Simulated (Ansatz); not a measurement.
**SnEt3Br (C6H15BrSn): the relaxed shape and its frontier levels**

Aim: characterise SnEt3Br (C6H15BrSn) as a singlet: its structure, frontier levels and distribution of charge.

Method: RKS PBE0-D4/def2-TZVP; program: Ansatz 0.2.0, Gaussian basis.

The runs, in order: relaxation at PBE-D4/def2-SVP; a single point at PBE0-D4/def2-TZVP.

2 further runs of the same task are left out: 2 set aside as unsound or not needed. Runs told in other sessions of the task aren't counted.

### 1 Where the work starts

23 atoms, charge 0, spin multiplicity 1.

Atoms are counted from 1 here; the program's logs count them from 0.

Bond lengths: Sn1–C2 2.257 Å, Sn1–C9 2.257 Å, Sn1–C16 2.258 Å, Sn1–Br23 2.513 Å, C2–C3 1.512 Å, C2–H4 1.089 Å, C2–H5 1.088 Å, C3–H6 1.090 Å, C3–H7 1.088 Å, C3–H8 1.088 Å, C9–C10 1.512 Å, C9–H11 1.089 Å, C9–H12 1.088 Å, C10–H13 1.090 Å, C10–H14 1.088 Å, C10–H15 1.088 Å, C16–C17 1.512 Å, C16–H18 1.089 Å and more. Angles: C2–Sn1–C9 115.1°, C2–Sn1–C16 115.4°, C2–Sn1–Br23 103.0°, C9–Sn1–C16 115.2°, C9–Sn1–Br23 102.5°, C16–Sn1–Br23 102.9°, Sn1–C2–C3 113.3°, Sn1–C2–H4 106.5°, Sn1–C2–H5 106.9°, C3–C2–H4 110.7°, C3–C2–H5 111.0°, H4–C2–H5 108.2°, C2–C3–H6 109.7°, C2–C3–H7 111.2°, C2–C3–H8 111.3°, H6–C3–H7 108.0°, H6–C3–H8 108.0°, H7–C3–H8 108.5° and more.

Coordinates:

```
Sn   -0.01733   -0.02719    0.02090
C    -0.33727   -0.13750    2.25212
C     0.07065   -1.46499    2.84986
H    -1.39558    0.05189    2.42323
H     0.22985    0.67891    2.69383
H    -0.13519   -1.46486    3.92007
H    -0.48498   -2.28512    2.40100
H     1.13330   -1.65149    2.71111
C     2.10223   -0.39265   -0.66242
C     2.22411   -0.56882   -2.15939
H     2.44282   -1.28666   -0.14230
H     2.69967    0.44911   -0.31902
H     3.26069   -0.77957   -2.42173
H     1.61410   -1.39943   -2.50778
H     1.91861    0.33051   -2.68990
C    -1.08709    1.66278   -1.02808
C    -2.59347    1.54301   -0.98091
H    -0.73406    1.66134   -2.05795
H    -0.75526    2.58515   -0.55616
H    -3.04479    2.37344   -1.52361
H    -2.92895    0.61743   -1.44291
H    -2.96096    1.56973    0.04261
Br   -1.22110   -2.06504   -0.82256
```

Sn takes a core potential in the def2 sets. No spin-orbit coupling is included.

The start is a GFN2-xTB geometry.

### 2 Optimising with PBE-D4/def2-SVP

Contents of in.yaml:

```yaml
crystal:
  periodic: [false, false, false]
  atoms:
    - {symbol: Sn, position_ang: [-0.017330, -0.027190, 0.020900]}
    - {symbol: C, position_ang: [-0.337270, -0.137500, 2.252120]}
    - {symbol: C, position_ang: [0.070650, -1.464990, 2.849860]}
    - {symbol: H, position_ang: [-1.395580, 0.051890, 2.423230]}
    - {symbol: H, position_ang: [0.229850, 0.678910, 2.693830]}
    - {symbol: H, position_ang: [-0.135190, -1.464860, 3.920070]}
    - {symbol: H, position_ang: [-0.484980, -2.285120, 2.401000]}
    - {symbol: H, position_ang: [1.133300, -1.651490, 2.711110]}
    - {symbol: C, position_ang: [2.102230, -0.392650, -0.662420]}
    - {symbol: C, position_ang: [2.224110, -0.568820, -2.159390]}
    - {symbol: H, position_ang: [2.442820, -1.286660, -0.142300]}
    - {symbol: H, position_ang: [2.699670, 0.449110, -0.319020]}
    - {symbol: H, position_ang: [3.260690, -0.779570, -2.421730]}
    - {symbol: H, position_ang: [1.614100, -1.399430, -2.507780]}
    - {symbol: H, position_ang: [1.918610, 0.330510, -2.689900]}
    - {symbol: C, position_ang: [-1.087090, 1.662780, -1.028080]}
    - {symbol: C, position_ang: [-2.593470, 1.543010, -0.980910]}
    - {symbol: H, position_ang: [-0.734060, 1.661340, -2.057950]}
    - {symbol: H, position_ang: [-0.755260, 2.585150, -0.556160]}
    - {symbol: H, position_ang: [-3.044790, 2.373440, -1.523610]}
    - {symbol: H, position_ang: [-2.928950, 0.617430, -1.442910]}
    - {symbol: H, position_ang: [-2.960960, 1.569730, 0.042610]}
    - {symbol: Br, position_ang: [-1.221100, -2.065040, -0.822560]}
basis:
  gaussian: {orbitals: def2-SVP}
hamiltonian: {xc: pbe, dispersion: d4}
scf: {lower_state_search: "off"}
output: {orbitals: {seedname: orbitals}}
relax: {f_tol: 0.03, max_steps: 70}
```

Run with:

```console
> ansatz run in.yaml --threads 4 --pin off --events-out ev --progress --plain --max-ram 6963MiB
```

After this run come: Single point, PBE0-D4/def2-TZVP.

**Question.** What will the summary of the whole plan be? Wanted: point group; commonest bond, hydrogen aside; HOMO, LUMO at PBE0-D4/def2-TZVP; dipole at PBE-D4/def2-SVP.

The runs gave:

```
                       quantity                          value
                    point group                             C1
 commonest bond, hydrogen aside  C–C, 3 of mean length 1.528 Å
HOMO, LUMO at PBE0-D4/def2-TZVP                -7.29, -0.24 eV
      dipole at PBE-D4/def2-SVP                         3.29 D
```

The molecule keeps its bonding pattern by the stored test; the atoms moved 0.07 Å (rms). No usable vibrations, so a minimum isn't proven. The point group is read from a loosely relaxed geometry; soft torsions can leave it below the true symmetry.
